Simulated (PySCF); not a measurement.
# CH7ClP2Si: the cost of one run

The runs use PySCF 2.14.0, with density-fitted response routines of our own; the level of theory stands in each step. All values are computed, except where a source is named. Atoms count from 0, in the outputs and in this text.

### 1 Starting geometry

12 atoms, charge 0, multiplicity 1; geometry from: GFN2-xTB. The atoms were then displaced at random by about 0.01 Å, so the start is not that level's minimum.

Bonds of the start (Å): P0–Si1 2.26, Si1–P2 2.24, Si1–C3 1.96, C3–Cl4 1.75, P0–H5 1.37, P0–H6 1.41, Si1–H7 1.47, P2–H8 1.37, P2–H9 1.40, C3–H10 1.06, C3–H11 1.10.

### 2 Optimising the geometry at PBE0-D3(BJ)/def2-SVP

Job settings and geometry (Å):

```
{"job": {"xc": "PBE0", "basis": "def2-SVP", "d3": "d3bj", "grid": 1, "shake": 0.01, "kind": "geom"}, "charge": 0, "multiplicity": 1}
P     -1.623620    -1.088690     0.812560
Si    -0.168900     0.051490    -0.479730
P      0.256400     2.158110     0.157290
C      1.567180    -0.819790    -0.235870
Cl     2.543960     0.208890     0.790560
H     -1.877040    -2.063080    -0.120490
H     -2.729190    -0.333310     0.380250
H     -0.457470     0.037390    -1.923510
H     -1.013840     2.636180    -0.024960
H      0.027860     1.929650     1.519970
H      2.061650    -0.961510    -1.158050
H      1.452690    -1.783610     0.272960
```

On the command line:

```sh
> OMP_NUM_THREADS=1 python probes_run.py task.json out
```

This one command runs all jobs of the session in turn.

Q: Estimate the wall time and peak memory of this first job on 1 thread of Arm Neoverse V2, shared host.

About 68 s, with a peak of 0.51 GiB.
